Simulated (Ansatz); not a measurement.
# BeBH3 (singlet): wave-function methods side by side at distance Be2–H5 = 2.538 Å, 6-31G

An exercise on one series of results from a longer session: the logs are not shown, and one member is left open.

Computed with Ansatz 0.2.0, Gaussian basis. Level: 6-31G, core rule «outside noble gas», up to 2 orbitals frozen.

The runs, in order: UHF; CCSD(T) on RHF; CCSD(T) on UHF; BCCD(T) on RHF; CISD; CCSDT(Q) on RHF; CCSDT(Q) on UHF; CCSDTQ on RHF; CASSCF and MRCISD+Q, 2 electrons in 2 orbitals; CASSCF and NEVPT2, 2 electrons in 2 orbitals; Full CI.

38 further runs of the same task are left out: 22 for a known fault of the program, 13 that didn't finish, 3 set aside as unsound or not needed. Runs told in other sessions of the task aren't counted.

## The system

The geometry derives from a PBE0/def2-TZVP stationary point (not a proven minimum). One bond is set to the value named and the two fragments are kept rigid.

5 atoms, charge 0, spin multiplicity 1.

Atoms are counted from 1 here; the program's logs count them from 0.

Bond lengths: B1–Be2 1.873 Å, B1–H3 1.202 Å, B1–H4 1.202 Å. Angles: Be2–B1–H3 123.4°, Be2–B1–H4 123.4°, H3–B1–H4 113.2°.

The first run:

File in.yaml:

```yaml
crystal:
  periodic: [false, false, false]
  atoms:
    - {symbol: B, position_ang: [0.000000, 0.000000, 0.875092]}
    - {symbol: Be, position_ang: [0.000000, 0.000000, -0.998069]}
    - {symbol: H, position_ang: [0.000000, 1.003181, 1.536948]}
    - {symbol: H, position_ang: [0.000000, -1.003180, 1.536948]}
    - {symbol: H, position_ang: [0.000000, 0.000000, -3.536069]}
basis:
  gaussian: {orbitals: 6-31G}
magnetization: {spin_polarized: true, initial_magnetization: 0}
hamiltonian: {xc: hf}
output: {orbitals: {seedname: orbitals}}
```

Launch:

```bash
ansatz run in.yaml --threads 1 --pin off --events-out ev --progress --plain --max-ram 2393MiB
```

Among the steps run: UHF; CCSD(T) on RHF; CCSD(T) on UHF; BCCD(T) on RHF; CISD; CCSDT(Q) on RHF; CCSDT(Q) on UHF; CCSDTQ on RHF; CASSCF and MRCISD+Q, 2 electrons in 2 orbitals; CASSCF and NEVPT2, 2 electrons in 2 orbitals; Full CI.

One of the session's tables, all rows but one given; the rest of the session is left out.

```
     method  from FCI (kJ/mol)
        RHF             +331.1
        UHF             +285.3
       RMP2             +113.5
       UMP2             +115.2
       CISD              +36.3
      RCCSD              +10.3
      UCCSD              +11.0
   RCCSD(T)               +3.1
   UCCSD(T)               +4.3
    BCCD(T)                  ?
     RCCSDT               +0.4
     UCCSDT               +0.5
  RCCSDT(Q)               +0.1
  UCCSDT(Q)               +0.1
    RCCSDTQ                0.0
CASSCF pair             +218.8
NEVPT2 pair              +59.5
        FCI                  0
```

**Question.** Estimate the row for BCCD(T).

As computed: from FCI (kJ/mol): +3.2. In the column «from FCI (kJ/mol)» it lies between RCCSD(T) (+3.1) and UCCSD(T) (+4.3).

Not comparable, so not listed: CASSCF and MRCISD+Q, 2 electrons in 2 orbitals (they don't share determinant, frozen orbitals or solution with the rows shown, or repeat one).

To keep in mind: The determinant of HF (⟨S²⟩ 0.63) is far from a pure spin state, so its energy mixes those of several spin states; that is harmless only where they are near-degenerate. The determinant of CCSD(T) (⟨S²⟩ 0.63) is far from a pure spin state, so its energy mixes those of several spin states; high orders of coupled cluster remove much of that, low ones don't. The determinant of CCSDT(Q) (⟨S²⟩ 0.63) is far from a pure spin state, so its energy mixes those of several spin states; high orders of coupled cluster remove much of that, low ones don't. Restricted and unrestricted rows rest on different reference determinants; a gap between their highest levels can come from leftover correlation error, from unlike frozen cores or from another state. Warnings in the runs' records: passed over end.
